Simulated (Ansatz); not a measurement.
# Si2W: stress in a strained cell

Si2W is deformed so: equal xx and yy strain of -1 %. What stress and forces result, by LAPW, PAW and all-electron datasets made for the crystal?

Program: Ansatz 0.2.0. Level of theory: DFT LDA, scalar-relativistic. These are calculated values, not measurements.

### 1 The system as given

Symmetry: I4/mmm, No. 139, tetragonal system. The conventional cell has a = 3.212 Å, b = 3.212 Å, c = 7.880 Å, α = 90.00°, β = 90.00°, γ = 90.00°. Si (site symmetry 4mm) is surrounded by 5 Si at 2.62 to 2.63 Å and 5 W at 2.62 Å. W (site symmetry 4/mmm) has 10 Si at 2.62 Å as nearest neighbours.

As a file:

```
CELL_PARAMETERS angstrom
-1.60600 1.60600 3.94000
1.60600 -1.60600 3.94000
1.60600 1.60600 -3.94000
ATOMIC_POSITIONS crystal
Si 0.33300 0.33300 0.00000
Si 0.66700 0.66700 0.00000
W 0.00000 0.00000 0.00000
```

Atoms are numbered in the order of the input: Si1, Si2, W3.

### 2 After the deformation

Space group I4/mmm before, I4/mmm after.

### 3 All-electron LAPW

Input file input.yaml:

```yaml
crystal:
  lattice:
    - [-1.58994, 1.58994, 3.94]
    - [1.58994, -1.58994, 3.94]
    - [1.58994, 1.58994, -3.94]
  atoms:
    - { symbol: Si, position: [0.333, 0.333, 0.0] }
    - { symbol: Si, position: [0.667, 0.667, 0.0] }
    - { symbol: W, position: [0.0, 0.0, 0.0] }
kpoints:
  mp_grid: { grid: [11, 11, 14] }
  band_path:
    path:
      - [0.0, 0.0, 0.0]
      - [0.0, 0.0, 0.5]
      - [0.25, 0.25, 0.25]
      - [0.0, 0.5, 0.0]
      - [0.0, 0.0, 0.0]
      - [0.5, 0.5, -0.5]
      - [0.2907107437, 0.7092892563, -0.2907107437]
      - [-0.2907107437, 0.2907107437, 0.2907107437]
      - [0.0, 0.0, 0.0]
    npoints: 5
scf:
  occupations: { method: fermi_dirac, width: 0.05 }
hamiltonian:
  xc: lda
  pseudopotentials: { kind: all_electron, lapw: { basis_error: 0.001 } }
output:
  forces: true
  stress: true
  eigenvalues: true
```

The run is started by

```bash
$ ansatz run input.yaml --threads 1 --pin off --max-ram 6144MiB --backend cpu --events-out ev --progress --plain --runs-dir out
```

### 4 PAW with frozen cores

Input file input.yaml:

```yaml
crystal:
  lattice:
    - [-1.58994, 1.58994, 3.94]
    - [1.58994, -1.58994, 3.94]
    - [1.58994, 1.58994, -3.94]
  atoms:
    - { symbol: Si, position: [0.333, 0.333, 0.0] }
    - { symbol: Si, position: [0.667, 0.667, 0.0] }
    - { symbol: W, position: [0.0, 0.0, 0.0] }
kpoints:
  mp_grid: { grid: [11, 11, 14] }
scf:
  occupations: { method: fermi_dirac, width: 0.05 }
hamiltonian:
  xc: lda
  pseudopotentials: { kind: paw }
output:
  forces: true
  stress: true
  eigenvalues: true
  efg: { contact_densities: true }
```

### 5 All-electron PAW on datasets made for the crystal

input.yaml: that of step 4 with these lines changed.

```diff
@@ -15,3 +15,3 @@
   xc: lda
-  pseudopotentials: { kind: paw }
+  pseudopotentials: { kind: all_electron, datasets: crystal }
 output:
```

(Steps that only read results are left out.)

Q: Predict the outcome of this session. Wanted: pressure; largest shear or deviatoric stress.

**Answer**, as computed:

| quantity | value |
| --- | --- |
| pressure | LAPW -3.04, PAW -2.99, crystal datasets -3.04 GPa |
| largest shear or deviatoric stress (LAPW) | 4.56 GPa |

In words: The largest part of the stress beyond the pressure is 4.56 GPa in size, in the zz component; the atoms are carried along and not relaxed. No run of the undeformed cell stands beside it, so the pressure holds what the given cell had before the change. PAW: stress within 0.07 GPa of LAPW, forces within 3 meV/Å. Crystal datasets: stress within 0.01 GPa of LAPW, forces within 1 meV/Å. Spin-orbit coupling is left out, though the cell holds W; in elements this heavy it can shift bands and gaps by tenths of an eV. The k mesh doesn't keep the crystal's whole symmetry, which leaves small spurious terms.
